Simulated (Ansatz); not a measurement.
# AsH2 (doublet): PBE, r2SCAN, PBE0, B3LYP, wB97M-V, B2PLYP, RPA-PBE over vertical spin and charge gaps, aug-cc-pVDZ

Aim: run AsH2 (doublet) with these functionals over vertical spin and charge gaps, and hold them against the top wave-function level at the same points.

The runs use Ansatz 0.2.0, Gaussian basis; aug-cc-pVDZ, all electrons in the functionals, frozen cores in the correlation of double hybrids and RPA.

The runs, in order: PBE, r2SCAN, PBE0, B3LYP, wB97M-V, B2PLYP, RPA-PBE, at charge 0, doublet; charge 0, quartet; charge 1, triplet.

3 further runs of the same task are left out: 3 set aside as unsound or not needed.

### Step 1. The geometry

The geometry is a PBE0/def2-TZVP stationary point (not a proven minimum). No spin-orbit coupling is included. The filled d shell of As may be among the frozen orbitals whatever the setting's name suggests; the logs give the count.

3 atoms, charge 0, spin multiplicity 2.

Atoms are counted from 1 here; the program's logs count them from 0.

Bond lengths: As1–H2 1.526 Å, As1–H3 1.526 Å. Angles: H2–As1–H3 90.7°.

No dispersion term is added; wB97M-V holds VV10 nonlocal correlation. B3LYP takes the VWN-RPA correlation.

The geometry shown and the zero of energy belong to the point charge 0, doublet. The yardstick, FCI, and other wave-function levels (R restricted, U unrestricted, valence and pair active spaces) come from earlier runs.

### Step 2. PBE, charge 0, doublet

in.yaml reads:

```yaml
crystal:
  periodic: [false, false, false]
  atoms:
    - {symbol: As, position_ang: [0.000000, -0.028104, 0.000000]}
    - {symbol: H, position_ang: [0.000000, 1.044500, -1.085896]}
    - {symbol: H, position_ang: [0.000000, 1.044492, 1.085904]}
basis:
  gaussian: {orbitals: aug-cc-pVDZ}
magnetization: {spin_polarized: true, initial_magnetization: 1}
hamiltonian: {xc: {name: PBE}}
output: {orbitals: {seedname: orbitals}}
```

The run is started by

```console
$ ansatz run in.yaml --threads 1 --pin off --events-out ev --progress --plain --max-ram 2764MiB --backend cpu
```

Further steps of the session: PBE, charge 0, quartet; PBE, charge 1, triplet; r2SCAN, charge 0, doublet; r2SCAN, charge 0, quartet; r2SCAN, charge 1, triplet; PBE0, charge 0, doublet; PBE0, charge 0, quartet; PBE0, charge 1, triplet; B3LYP, charge 0, doublet; B3LYP, charge 0, quartet; B3LYP, charge 1, triplet; wB97M-V, charge 0, doublet; wB97M-V, charge 0, quartet; wB97M-V, charge 1, triplet; B2PLYP, charge 0, doublet; B2PLYP, charge 0, quartet; B2PLYP, charge 1, triplet; RPA-PBE, charge 0, doublet; RPA-PBE, charge 0, quartet; RPA-PBE, charge 1, triplet.

**Question.** What will the summary of the whole plan be? Wanted: doublet to quartet, FCI; ionisation to the triplet cation, FCI; largest miss, PBE; largest miss, r2SCAN; largest miss, PBE0; largest miss, B3LYP; largest miss, wB97M-V; largest miss, B2PLYP; largest miss, RPA-PBE.

As calculated:

| quantity | value |
| --- | --- |
| doublet to quartet, FCI | 5.909 eV |
| ionisation to the triplet cation, FCI | 10.648 eV |
| largest miss, PBE | +0.228 eV (ionisation to the triplet cation) |
| largest miss, r2SCAN | +0.245 eV (ionisation to the triplet cation) |
| largest miss, PBE0 | +0.228 eV (ionisation to the triplet cation) |
| largest miss, B3LYP | +0.389 eV (ionisation to the triplet cation) |
| largest miss, wB97M-V | +0.251 eV (doublet to quartet) |
| largest miss, B2PLYP | +0.222 eV (doublet to quartet) |
| largest miss, RPA-PBE | +0.204 eV (ionisation to the triplet cation) |
| largest miss, RCCSD(T) | +0.017 eV (doublet to quartet) |
| largest miss, UCCSD(T) | -0.010 eV (ionisation to the triplet cation) |

Of the functionals, RPA-PBE keep the smallest largest miss at the points compared (at most 0.204 eV) and B3LYP strays most (0.389 eV, at ionisation to the triplet cation). Functionals and the yardstick converge differently with the basis, so part of each miss in aug-cc-pVDZ is the basis.
